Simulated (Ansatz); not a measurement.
# CsPb2Br5: the cost of one run

The runs shown are made with Ansatz 0.2.0. PAW datasets, plane waves. Calculated at 0 K for a non-magnetic cell.

### Step 1. Starting point

The cell was relaxed beforehand with r2SCAN.

The symmetry is I4/mcm (No. 140, tetragonal); a = 8.528 Å, c = 15.548 Å in the conventional setting, 35.33 Å³ an atom. Cs has 10 Br at 3.75–3.89 Å; Pb has 4 Br at 2.91–3.17 Å; Br has 4 Pb at 3.17 Å and 2 Cs at 3.89 Å; Br has 1 Pb at 2.91 Å and 2 Cs at 3.75 Å.

Coordinates:

```
Cs Pb Br
1.0
    -4.26389    4.26389    7.77415
     4.26389   -4.26389    7.77415
     4.26389    4.26389   -7.77415
Cs Pb Br
2 4 10
Direct
  0.75000 0.75000 0.00000
  0.25000 0.25000 0.00000
  0.66826 0.83174 0.50000
  0.33174 0.16826 0.50000
  0.83174 0.33174 0.16349
  0.16826 0.66826 0.83651
  0.50000 0.50000 0.00000
  0.00000 0.00000 0.00000
  0.71917 0.52709 0.50000
  0.28083 0.47291 0.50000
  0.02709 0.21917 0.50000
  0.97291 0.78083 0.50000
  0.52709 0.02709 0.80792
  0.47291 0.97291 0.19208
  0.21917 0.71917 0.19208
  0.78083 0.28083 0.80792
```

### Step 2. PBE bands along the symmetry lines

Input file input.yaml:

```yaml
crystal:
  lattice:
    - [-4.2638869496, 4.2638869496, 7.7741503963]
    - [4.2638869496, -4.2638869496, 7.7741503963]
    - [4.2638869496, 4.2638869496, -7.7741503963]
  atoms:
    - { symbol: Cs, position: [0.75, 0.75, 0.0] }
    - { symbol: Cs, position: [0.25, 0.25, 0.0] }
    - { symbol: Pb, position: [0.6682561614, 0.8317438386, 0.5] }
    - { symbol: Pb, position: [0.3317438386, 0.1682561614, 0.5] }
    - { symbol: Pb, position: [0.8317438386, 0.3317438386, 0.1634876773] }
    - { symbol: Pb, position: [0.1682561614, 0.6682561614, 0.8365123227] }
    - { symbol: Br, position: [0.5, 0.5, 0.0] }
    - { symbol: Br, position: [0.0, 0.0, 0.0] }
    - { symbol: Br, position: [0.7191712592, 0.5270911871, 0.5] }
    - { symbol: Br, position: [0.2808287408, 0.4729088129, 0.5] }
    - { symbol: Br, position: [0.0270911871, 0.2191712592, 0.5] }
    - { symbol: Br, position: [0.9729088129, 0.7808287408, 0.5] }
    - { symbol: Br, position: [0.5270911871, 0.0270911871, 0.8079199279] }
    - { symbol: Br, position: [0.4729088129, 0.9729088129, 0.1920800721] }
    - { symbol: Br, position: [0.2191712592, 0.7191712592, 0.1920800721] }
    - { symbol: Br, position: [0.7808287408, 0.2808287408, 0.8079199279] }
kpoints:
  mp_grid: { grid: [4, 4, 4] }
  band_path:
    path:
      - [[0.0, 0.0, 0.0], [2.923944806626e-18, -2.923944806626e-18, 0.5], [0.25, 0.25, 0.25], [1.520110967227e-17, 0.5, -1.520110967227e-17], [0.0, 0.0, 0.0], [0.5, 0.5, -0.5], [0.3252047887216, 0.6747952112784, -0.3252047887216]]
      - [[-0.3252047887216, 0.3252047887216, 0.3252047887216], [0.0, 0.0, 0.0]]
      - [[2.923944806626e-18, -2.923944806626e-18, 0.5], [-0.1504095774432, 0.1504095774432, 0.5]]
      - [[0.5, 0.5, -0.1504095774432], [0.5, 0.5, -0.5]]
    npoints: 10
hamiltonian:
  xc: pbe
scf:
  occupations: { method: fermi_dirac, width: 0.02 }
  n_extra_bands: 8
output:
  forces: true
  stress: true
  eigenvalues: true
  write_density: true
  write_potential: true
  elf: true
  volumetric_format: npy
```

What time and memory should one allow on 1 × NVIDIA H100 80GB HBM3 with 2 threads of AMD EPYC 7R13 (Zen 3), shared host?

About 8.6 s, with a peak of 1.6 GiB on the host.
